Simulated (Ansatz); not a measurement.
# C₃H₁₀OSi₂: a ladder of functionals and wavefunction methods

Aim: compute C₃H₁₀OSi₂ with functionals from several rungs and with coupled cluster. The yardstick is the atomisation energy at the CCSD(T) limit.

Program: Ansatz 0.2.0, Gaussian basis. Level of theory: functionals in def2-TZVPP, the program's frozen cores in correlated methods. These are calculated values, not measurements.

The runs, in order: LDA (SPW92), PBE-D4, revPBE-D4, BLYP-D4, r2SCAN-D4, B97M-V, PBE0-D4, B3LYP-D4, r2SCANh-D4, r2SCAN0-D4, HSE06-D4, BHLYP-D4, CAM-B3LYP-D4, LC-ωPBE, ωB97X-V, ωB97M-V, B2PLYP, PBE-QIDH; CCSD(T)/def2-SVP; CCSD(T)/def2-TZVPP; MP2/def2-QZVPP; extrapolation to the limit; RPA on PBE.

1 further run of the same task is left out (it didn't finish).

## Step 1: The relaxed structure

The geometry comes from an earlier relaxation with PBE0-D4 in a triple-zeta def2 set; it is a stationary point, not always the lowest conformer.

SMILES `C=C[SiH](C)O[SiH3]`, 16 atoms, charge 0, spin multiplicity 1.

Atoms are counted from 1 here; the program's logs count them from 0.

Bond lengths: C1–C2 1.330 Å, C1–H7 1.087 Å, C1–H8 1.087 Å, C2–Si3 1.857 Å, C2–H9 1.090 Å, Si3–C4 1.858 Å, Si3–O5 1.642 Å, Si3–H10 1.492 Å, C4–H11 1.093 Å, C4–H12 1.093 Å, C4–H13 1.092 Å, O5–Si6 1.631 Å, Si6–H14 1.487 Å, Si6–H15 1.487 Å, Si6–H16 1.484 Å. Angles: C2–C1–H7 121.6°, C2–C1–H8 122.4°, H7–C1–H8 116.1°, C1–C2–Si3 123.5°, C1–C2–H9 117.9°, Si3–C2–H9 118.6°, C2–Si3–C4 111.5°, C2–Si3–O5 108.9°, C2–Si3–H10 109.0°, C4–Si3–O5 108.9°, C4–Si3–H10 109.7°, O5–Si3–H10 108.8°, Si3–C4–H11 110.6°, Si3–C4–H12 110.6°, Si3–C4–H13 110.9°, H11–C4–H12 108.1°, H11–C4–H13 108.5°, H12–C4–H13 108.1° and more.

## Step 2: LDA

This LDA is Slater exchange with PW92 correlation.

File in.yaml:

```yaml
crystal:
  periodic: [false, false, false]
  atoms:
    - {symbol: C, position_ang: [-0.779534, 2.168823, 0.361528]}
    - {symbol: C, position_ang: [-0.603608, 1.475248, -0.759894]}
    - {symbol: Si, position_ang: [0.066070, -0.256380, -0.798677]}
    - {symbol: C, position_ang: [-1.182315, -1.454167, -1.477183]}
    - {symbol: O, position_ang: [0.460675, -0.709604, 0.729311]}
    - {symbol: Si, position_ang: [1.637630, -0.689005, 1.858799]}
    - {symbol: H, position_ang: [-0.533822, 1.750497, 1.333703]}
    - {symbol: H, position_ang: [-1.175694, 3.180565, 0.363601]}
    - {symbol: H, position_ang: [-0.870101, 1.952840, -1.703093]}
    - {symbol: H, position_ang: [1.297767, -0.282875, -1.640408]}
    - {symbol: H, position_ang: [-2.077966, -1.471339, -0.851740]}
    - {symbol: H, position_ang: [-1.479895, -1.166788, -2.489364]}
    - {symbol: H, position_ang: [-0.770342, -2.465059, -1.519379]}
    - {symbol: H, position_ang: [2.956711, -0.395349, 1.237220]}
    - {symbol: H, position_ang: [1.340546, 0.354481, 2.875171]}
    - {symbol: H, position_ang: [1.690977, -2.014492, 2.524807]}
basis:
  gaussian: {orbitals: def2-TZVPP}
hamiltonian: {xc: lda}
output: {orbitals: {seedname: orbitals}}
```

After this run come: PBE-D4 (GGA); revPBE-D4 (GGA); BLYP-D4 (GGA); r2SCAN-D4 (meta-GGA); B97M-V (meta-GGA); PBE0-D4 (hybrid); B3LYP-D4 (hybrid); r2SCANh-D4 (hybrid); r2SCAN0-D4 (hybrid); HSE06-D4 (hybrid); BHLYP-D4 (hybrid); CAM-B3LYP-D4 (range-separated); LC-ωPBE (range-separated); ωB97X-V (range-separated); ωB97M-V (range-separated); B2PLYP (double hybrid); PBE-QIDH (double hybrid); CCSD(T) in def2-SVP; CCSD(T) in def2-TZVPP; MP2 in def2-QZVPP; RPA on PBE orbitals.

Before running them: what should the planned runs give, taken together? Wanted: atomisation energy, CCSD(T)/CBS; farthest beyond LDA; mean size of error, GGA; mean size of error, meta-GGA; mean size of error, hybrid; mean size of error, range-separated; mean size of error, double hybrid; gap, smallest and largest; T1 diagnostic.

**Answer**, as computed:

| quantity | value |
| --- | --- |
| atomisation energy, CCSD(T)/CBS | 6095.1 kJ/mol |
| functionals within 30.5 kJ/mol (0.5 %) | PBE-D4, r2SCAN-D4, B97M-V, B3LYP-D4, CAM-B3LYP-D4, ωB97X-V, ωB97M-V |
| farthest beyond LDA | BHLYP-D4 (-124.6 kJ/mol) |
| mean size of error, GGA | 55.1 kJ/mol |
| mean size of error, meta-GGA | 5.0 kJ/mol |
| mean size of error, hybrid | 49.5 kJ/mol |
| mean size of error, range-separated | 22.1 kJ/mol |
| mean size of error, double hybrid | 64.0 kJ/mol |
| gap, smallest and largest | 5.24 eV (LDA (SPW92)), 12.50 eV (LC-ωPBE) |
| T1 diagnostic | 0.0111 |
| triples share of the correlation energy | 3.8 % |

What this shows: LDA overbinds by 715.9 kJ/mol (12 %). PBE-D4 is off by +25.6 kJ/mol. Double hybrids carry the basis error of their MP2 part in triple zeta, and no dispersion term here, so their miss is partly the set-up's. The rungs meta-GGA, range-separated miss on average by less than the doubt on the reference (30.5 kJ/mol), so they tie. The reference freezes the cores and leaves out relativity and excitations past (T), so misses under about 30.5 kJ/mol can't be ranked. Hartree-Fock recovers 76 % of the binding; the rest is correlation. CCSD(T) in def2-SVP is off by -351.4 kJ/mol, so the small basis spoils what the method gains. The gap grows from 5.2 to 12.5 eV across the functionals, mostly with the share of exact exchange.
